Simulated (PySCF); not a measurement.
# WCl: bond curves at several levels of theory

The task here is to estimate one member of a computed series from the others.

Method: W def2-TZVPPD with ECP60, Cl def2-TZVPPD, scalar-relativistic core potentials; program: PySCF 2.14.0.

The first run:

Settings of the job:

```
atoms                         : W, Cl
charge                        : 0
basis                         : W def2-TZVPPD with ECP60, Cl def2-TZVPPD
Hamiltonian                   : scalar-relativistic core potentials
basis functions               : 110
electrons treated             : 31
masses in u                   : 183.9509, 34.9689
levels                        : PBE0, PBE, r²SCAN, M06, r²SCAN0, TPSSh, PBEsol, LDA, CAM-B3LYP, HF, MP2, SCS-MP2
grid                          : 80 radial by 434 angular points
occupations                   : held fixed by the projection of orbital angular momentum
dissociation limit            : W + Cl, each in its ground configuration
starting distance in angstrom : 2.255
values of 2S to try           : 1, 3, 5, 7
```

Launch:

```bash
$ OMP_NUM_THREADS=2 python dia.py task.json out
```

Among the steps run: Input; First curve: PBE0; Excited determinants; PBE (GGA); r²SCAN; M06 (hybrid meta-GGA); r²SCAN0; TPSSh (hybrid meta-GGA); PBEsol; LDA; CAM-B3LYP; UHF (mean field).

One of the session's tables, all rows but one given; the rest of the session is left out.

It belongs to the step «Constants by level of theory». 

```
      level  Re (Å)  ωe (cm⁻¹)  De (eV)  μ (D)
        UHF   2.353        355     3.93  -4.29
    UHF-MP2   2.268        393     4.66    n/a
UHF-SCS-MP2   2.287        383     4.22    n/a
        LDA   2.238        399     5.32  -2.59
        PBE   2.275        376     4.78  -2.88
     PBEsol   2.254        389     5.11  -2.75
     r²SCAN   2.281        377     4.86  -3.16
      TPSSh       ?          ?        ?      ?
       PBE0   2.275        382     4.74  -3.32
    r²SCAN0   2.280        381     4.74  -3.49
        M06   2.283        382     3.92  -3.58
  CAM-B3LYP   2.290        377     4.26  -3.45
```

Q: Estimate the row for TPSSh from the others.

**Answer.** Re (Å): 2.285; ωe (cm⁻¹): 377; De (eV): 4.69; μ (D): -3.22. In the column «Re (Å)» it lies between M06 (2.283) and UHF-SCS-MP2 (2.287).

De is counted to W + Cl in their ground configurations.

To keep in mind: The state is the lowest single determinant that the PBE0 search found; with open d or f shells the true ground state can be another one.
